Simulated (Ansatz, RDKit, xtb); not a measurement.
# C5H6FGeN: which of the isomers drawn lies lowest?, part 2 of 2

Which of a sample of isomers of C5H6FGeN is the most stable in the gas at 298.15 K, and what are its properties? The sample is small against all isomers, and the most stable one of this formula need not be in it.

xtb, Ansatz and PySCF; isolated molecules.

## 7. Are they minima? Harmonic frequencies

The lowest few in one piece go on as finalists. In this search the thermal terms come from GFN2-xTB at its own nearest minimum. The first, c750a:

Input file start.xyz:

```xyz
14
c750a
C     -1.621546     0.409965     1.044452
C     -2.397698     1.062929     0.081496
C     -2.924251     2.320478     0.377953
C     -1.986200     2.326490     2.453497
C     -1.413175     1.069142     2.260210
F     -2.028035    -2.537072     1.225843
Ge    -0.863504    -1.342268     0.707191
N     -2.725588     2.943379     1.536136
H      0.390153    -1.579591     1.561242
H     -0.659187    -1.580749    -0.795725
H     -2.597390     0.607740    -0.892419
H     -3.536240     2.848513    -0.362722
H     -1.835686     2.859401     3.399707
H     -0.813253     0.618947     3.055825
```

Started as:

```sh
$ xtb start.xyz --gfn 2 --ohess tight
```

Output (excerpt; [...] marks lines left out):

```text
* xtb version 6.7.1
[...]
          :  # basis functions                  44          :
[...]
          :  # electrons                        42          :
[...]
          :  Hamiltonian                  GFN2-xTB          :
[...]
          :  net charge                          0          :
          :  unpaired electrons                  0          :
[...]
   *** convergence criteria satisfied after 13 iterations ***
[...]
   *** GEOMETRY OPTIMIZATION CONVERGED AFTER 8 ITERATIONS ***
[...]
   *** convergence criteria satisfied after 3 iterations ***
[...]
         ::                     SUMMARY                     ::
         :::::::::::::::::::::::::::::::::::::::::::::::::::::
         :: total energy             -23.361172671470 Eh    ::
         :: gradient norm              0.000222223980 Eh/a0 ::
         :: HOMO-LUMO gap              2.889305815637 eV    ::
         ::.................................................::
         :: SCC energy               -23.648954476215 Eh    ::
         :: -> isotropic ES            0.016274788544 Eh    ::
         :: -> anisotropic ES          0.001080511729 Eh    ::
         :: -> anisotropic XC          0.014997353937 Eh    ::
         :: -> dispersion             -0.011154340574 Eh    ::
         :: repulsion energy           0.287781804746 Eh    ::
         :: add. restraining           0.000000000000 Eh    ::
         :: total charge               0.000000000000 e     ::
         :::::::::::::::::::::::::::::::::::::::::::::::::::::
[...]
        21        2.0000           -0.3782956             -10.2939 (HOMO)
        22                         -0.2721157              -7.4046 (LUMO)
[...]
molecular dipole:
                 x           y           z       tot (Debye)
 q only:        0.717       0.469      -0.320
   full:        0.880       0.306      -0.393       2.570
molecular quadrupole (traceless):
[...]
          | TOTAL ENERGY              -23.361172671485 Eh   |
          | TOTAL ENTHALPY            -23.260738971291 Eh   |
          | TOTAL FREE ENERGY         -23.304463408750 Eh   |
          | GRADIENT NORM               0.000222216414 Eh/α |
[...]
```

Run time: 0.21 s. Hardware: 4 threads of Arm Neoverse V1, shared host.

## 8. Thermal terms of the finalists

As xtb prints them, at 298.15 K, with its own treatment of low modes:

```
label                     SMILES     spin  lowest mode (cm⁻¹)  zero-point (kcal/mol)  G − E (kcal/mol)
c750a        [F][GeH2][c]1ccncc1  singlet                  25                   57.1              35.6
c354a        Fc1cc[c]([GeH3])nc1  singlet                  13                   56.0              34.4
c849a  C=[CH][GeH2]/[C](C#N)=C/F  singlet                  30                   55.0              32.0
```

## 9. Energies at the top level

Each finalist gets a single point at CCSD(T)/def2-SVP + MP2/def2-TZVPP - MP2/def2-SVP.

c750a, CCSD(T)/def2-SVP:

Input file input.yaml:

```yaml
crystal:
  periodic: [false, false, false]
  atoms:
    - {symbol: C, position_ang: [-1.621546, 0.409965, 1.044452]}
    - {symbol: C, position_ang: [-2.397698, 1.062929, 0.081496]}
    - {symbol: C, position_ang: [-2.924251, 2.320478, 0.377953]}
    - {symbol: C, position_ang: [-1.986200, 2.326490, 2.453497]}
    - {symbol: C, position_ang: [-1.413175, 1.069142, 2.260210]}
    - {symbol: F, position_ang: [-2.028035, -2.537072, 1.225843]}
    - {symbol: Ge, position_ang: [-0.863504, -1.342268, 0.707191]}
    - {symbol: "N", position_ang: [-2.725588, 2.943379, 1.536136]}
    - {symbol: H, position_ang: [0.390153, -1.579591, 1.561242]}
    - {symbol: H, position_ang: [-0.659187, -1.580749, -0.795725]}
    - {symbol: H, position_ang: [-2.597390, 0.607740, -0.892419]}
    - {symbol: H, position_ang: [-3.536240, 2.848513, -0.362722]}
    - {symbol: H, position_ang: [-1.835686, 2.859401, 3.399707]}
    - {symbol: H, position_ang: [-0.813253, 0.618947, 3.055825]}
basis:
  gaussian:
    orbitals: def2-SVP
correlation:
  method: ccsd_t
  frozen_orbitals: {Ge: 9, H: 0, C: 1, "N": 1, F: 1}
```

Started as:

```sh
$ ansatz run input.yaml --threads 4 --pin off --max-ram 7830MiB --events-out events.jsonl --progress --plain --runs-dir runs
```

Output (excerpt; [...] marks lines left out):

```text
Warning: RAYON_NUM_THREADS=4 ignored (pool sized by the plan → 4); use --threads N
Functional definition: HF
  name "HF"
[...]
1624 factors; integrals over basis functions are off by at most 1.4e-3 eV
[...]
mean field -65894.71803928 eV, -2421.5862228996 hartree, gradient 8.7e-6 eV, S^2 0.000000; 0 other end points of the search recorded, 0 dependent functions left out; unrestricted orbitals would lower it
16 core orbitals not correlated: weight in the atoms' cores, before any rotation towards them, 1.000 or more for the frozen orbitals, at most 0.000 for the correlated occupied ones
reference -65894.71803928 eV, -2421.5862228996 hartree; 26, 26 occupied and 118, 118 virtual orbitals, 1624 factors
second order -33.14238936 eV of doubles, -0.00000000 eV of singles
cycle   1  -32.83020994 eV  change    3.1e-1 eV  update   1.5e-1
[...]
cycle   9  -34.02288740 eV  change   -2.0e-5 eV  update   4.2e-5
perturbative correction -1.30207351 eV, -0.0478503188 hartree
Total energy: -65930.04300019 eV, -2422.8843912688 hartree
```

It took 77 s on 4 threads of Arm Neoverse V1, shared host; peak memory 1.8 GiB.

## 10. c750a at MP2/def2-TZVPP

input.yaml: that of step 9 with these lines changed.

```diff
@@ -19,5 +19,5 @@
   gaussian:
-    orbitals: def2-SVP
+    orbitals: def2-TZVPP
 correlation:
-  method: ccsd_t
+  method: mp2
   frozen_orbitals: {Ge: 9, H: 0, C: 1, "N": 1, F: 1}
```

Started as:

```sh
$ ansatz run input.yaml --threads 4 --pin off --max-ram 7830MiB --events-out events.jsonl --progress --plain --runs-dir runs
```

Output:

```text
Warning: RAYON_NUM_THREADS=4 ignored (pool sized by the plan → 4); use --threads N
[... 2 set-up lines as earlier in the session ...]
  exchange = exact_x
  correlation = 0
2165 factors; integrals over basis functions are off by at most 7.3e-4 eV
mean field evaluation 1: about -65907.1001 eV, gradient 4.6e1 eV
mean field evaluation 2: about -65907.5126 eV, gradient 4.6e1 eV
mean field evaluation 4: about -65912.7551 eV, gradient 5.8e0 eV
mean field evaluation 8: about -65912.8504 eV, gradient 3.8e-1 eV
mean field evaluation 16: about -65912.8516 eV, gradient 1.3e-6 eV
mean field -65912.85155570 eV, -2422.2526173366 hartree, gradient 1.3e-6 eV, S^2 0.000000; 0 other end points of the search recorded, 0 dependent functions left out; unrestricted orbitals would lower it
16 core orbitals not correlated: weight in the atoms' cores, before any rotation towards them, 1.000 or more for the frozen orbitals, at most 0.000 for the correlated occupied ones
reference -65912.85155570 eV, -2422.2526173366 hartree; 26, 26 occupied and 307, 307 virtual orbitals, 2165 factors
second order -40.34908069 eV of doubles, -0.00000000 eV of singles
Total energy: -65953.20063639 eV, -2423.7354187022 hartree
```

Wall time 15 s (4 threads of Arm Neoverse V1, shared host); peak memory 1.4 GiB.

## 11. c354a at CCSD(T)/def2-SVP

Input file input.yaml:

```yaml
crystal:
  periodic: [false, false, false]
  atoms:
    - {symbol: C, position_ang: [-2.287718, 0.936580, -0.007631]}
    - {symbol: C, position_ang: [-1.362840, 0.456455, 0.906614]}
    - {symbol: C, position_ang: [-0.029376, 0.812029, 0.717304]}
    - {symbol: C, position_ang: [0.318934, 1.624987, -0.367930]}
    - {symbol: C, position_ang: [-1.869810, 1.742177, -1.065812]}
    - {symbol: F, position_ang: [-3.574239, 0.633525, 0.117428]}
    - {symbol: Ge, position_ang: [2.156037, 2.189367, -0.735099]}
    - {symbol: "N", position_ang: [-0.597544, 2.073875, -1.235503]}
    - {symbol: H, position_ang: [-1.689173, -0.174762, 1.735964]}
    - {symbol: H, position_ang: [0.735615, 0.457656, 1.412209]}
    - {symbol: H, position_ang: [3.090781, 1.600233, 0.340278]}
    - {symbol: H, position_ang: [2.581287, 1.682163, -2.122108]}
    - {symbol: H, position_ang: [2.237959, 3.723758, -0.704717]}
    - {symbol: H, position_ang: [-2.607225, 2.117653, -1.784188]}
basis:
  gaussian:
    orbitals: def2-SVP
correlation:
  method: ccsd_t
  frozen_orbitals: {Ge: 9, H: 0, C: 1, "N": 1, F: 1}
```

Started as:

```sh
$ ansatz run input.yaml --threads 4 --pin off --max-ram 7830MiB --events-out events.jsonl --progress --plain --runs-dir runs
```

Output (excerpt; [...] marks lines left out):

```text
Warning: RAYON_NUM_THREADS=4 ignored (pool sized by the plan → 4); use --threads N
[... 2 set-up lines as earlier in the session ...]
[...]
1625 factors; integrals over basis functions are off by at most 1.3e-3 eV
[...]
mean field -65893.30270586 eV, -2421.5342103556 hartree, gradient 7.7e-6 eV, S^2 0.000000; 0 other end points of the search recorded, 0 dependent functions left out; unrestricted orbitals would lower it
16 core orbitals not correlated: weight in the atoms' cores, before any rotation towards them, 1.000 or more for the frozen orbitals, at most 0.000 for the correlated occupied ones
reference -65893.30270586 eV, -2421.5342103556 hartree; 26, 26 occupied and 118, 118 virtual orbitals, 1625 factors
second order -33.13478268 eV of doubles, -0.00000000 eV of singles
cycle   1  -32.86826696 eV  change    2.7e-1 eV  update   1.5e-1
[...]
cycle   9  -34.08145425 eV  change   -3.0e-5 eV  update   4.5e-5
perturbative correction -1.32612346 eV, -0.0487341383 hartree
Total energy: -65928.71028357 eV, -2422.8354148365 hartree
```

It took 73 s on 4 threads of Arm Neoverse V1, shared host; peak memory 1.8 GiB.

For c750a, c354a, c849a the log finds that unrestricted Hartree-Fock orbitals lie lower, a sign to watch the closed-shell reference there.

## 12. Free energies and the winner

Energies in kcal/mol from c750a; G adds the thermal terms to the CCSD(T)/def2-SVP + MP2/def2-TZVPP - MP2/def2-SVP energy. The columns left of the relaxed level are at the tight-binding geometries.

```
label                     SMILES     spin  GFN2-xTB  HF/STO-3G  r2SCAN-D4/def2-SVP  PBE0-D3(BJ)/def2-SVP  HF/def2-SVP  MP2/def2-SVP  CCSD(T)/def2-SVP + MP2/def2-TZVPP - MP2/def2-SVP     G  share at equilibrium     T1
c750a        [F][GeH2][c]1ccncc1  singlet       0.0        0.0                 0.0                   0.0          0.0           0.0                                               0.0   0.0               100.0 %  0.012
c354a        Fc1cc[c]([GeH3])nc1  singlet      27.5       -0.6                27.5                  26.9         32.6          32.8                                              33.5  32.3               < 0.1 %  0.012
c849a  C=[CH][GeH2]/[C](C#N)=C/F  singlet      90.0       39.4                65.3                  66.9         59.3          62.5                                              57.1  53.5               < 0.1 %  0.013
```

Lowest found: c750a, `[F][GeH2][c]1ccncc1`, a singlet. Bond lengths: C1–C2 1.399 Å, C2–C3 1.395 Å, C1–C5 1.399 Å, C4–C5 1.395 Å, C1–Ge7 1.939 Å, F6–Ge7 1.747 Å, C3–N8 1.330 Å, C4–N8 1.330 Å, Ge7–H9 1.535 Å, Ge7–H10 1.535 Å, C2–H11 1.093 Å, C3–H12 1.096 Å, C4–H13 1.096 Å, C5–H14 1.093 Å. Some angles: C1–C2–C3 118.9°, C2–C1–C5 117.5°, C2–C1–Ge7 121.3°, C5–C1–Ge7 121.3°, C2–C3–N8 123.4°, C1–C5–C4 118.9°, C5–C4–N8 123.4°, C1–Ge7–F6 107.8°, C3–N8–C4 117.8°, C1–C2–H11 121.3°.

```xyz
14

C    -1.6215    0.4100    1.0445
C    -2.3977    1.0629    0.0815
C    -2.9243    2.3205    0.3780
C    -1.9862    2.3265    2.4535
C    -1.4132    1.0691    2.2602
F    -2.0280   -2.5371    1.2258
Ge   -0.8635   -1.3423    0.7072
N    -2.7256    2.9434    1.5361
H     0.3902   -1.5796    1.5612
H    -0.6592   -1.5807   -0.7957
H    -2.5974    0.6077   -0.8924
H    -3.5362    2.8485   -0.3627
H    -1.8357    2.8594    3.3997
H    -0.8133    0.6189    3.0558
```

## 13. What came out

The summary covers parts 1 to 2.

```
                                 quantity                                                                  value
                   lowest structure found                                           [F][GeH2][c]1ccncc1, singlet
                            next finalist                Fc1cc[c]([GeH3])nc1, singlet, 32.3 kcal/mol higher in G
share at equilibrium, among the finalists                                                                100.0 %
                                   funnel  8 starts, 8 minima at GFN2-xTB, 7 screening runs, 3 relaxed, 3 ranked
                     CPU time of all runs                                                                 28 min
```

The search ends on `[F][GeH2][c]1ccncc1`. Among the finalists first place is clear (32.3 kcal/mol); structures outside the list aren't covered. GFN2-xTB, r2SCAN-D4/def2-SVP, PBE0-D3(BJ)/def2-SVP, HF/def2-SVP and MP2/def2-SVP already put its bonding pattern lowest among the structures in one piece; HF/STO-3G favours the singlet Fc1cc[c]([GeH3])nc1. The largest share of the time went into the final energies (63 %). Lowest found is not proven lowest: the search is finite, and each finalist counts with one conformer. Only 5 drawn patterns were tried, so whole families of isomers are missing, and the result ranks this sample alone.
